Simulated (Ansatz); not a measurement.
# F2H2OSi, SMILES O[SiH](F)F: vertical energies of changing the electron count

With the Python package of Ansatz (0.2.0).

At the Python prompt:
```pycon
>>> import ansatz as az
>>> from ase import Atoms
>>> def total_energy(molecule, charge=0, unpaired=0):
...     calc = molecule.calculation().basis(gaussian="def2-SVPD").correlation("mp2")
...     if charge:
...         calc = calc.charge(charge)
...     if unpaired:
...         calc = calc.spin("collinear", total=unpaired)
...     report = calc.run(threads=1, backend="cpu").report
...     if report["published_state_doubts"]:
...         print("  doubts:", report["published_state_doubts"])
...     return report["free_energy_ev"]
...
>>> atoms = Atoms(["O", "Si", "F", "F", "H", "H"], positions=[
...     [0.0607, 1.1266, -0.5411],
...     [0.1187, -0.2359, 0.3132],
...     [0.7284, -1.3366, -0.6645],
...     [-1.2935, -0.6635, 0.6919],
...     [-0.5207, 1.0746, -1.3723],
...     [0.9485, -0.0292, 1.5267],
... ])
>>> mol = az.Crystal.molecule_from_ase(atoms)
>>> # delta-SCF style differences, no relaxation
>>> parent = total_energy(mol, 0, 0)
>>> cation = total_energy(mol, 1, 1)
>>> print(f"E(N)   = {parent:.5f} eV")
E(N)   = -15358.08859 eV
>>> print(f"E(N-1) = {cation:.5f} eV  (1 unpaired)")
E(N-1) = -15344.70520 eV  (1 unpaired)
>>> print(f"vertical ionisation energy {cation - parent:.3f} eV")
vertical ionisation energy 13.383 eV
```

At this unrelaxed geometry removing an electron costs 13.38 eV.

Reading the output:
- Total energies depend on the basis set; only differences at equal settings carry meaning.
- The geometry is a force-field or estimated start, not a minimum of this method, and the basis set is short of its limit. All parts are taken at fixed geometry, without zero-point energy. At an unrelaxed start these energies can be a whole eV from those at the minimum, and a small affinity can change sign.
- Finished in 12 s on 1 thread of Arm Neoverse V2 (shared host), peak memory 0.33 GiB.
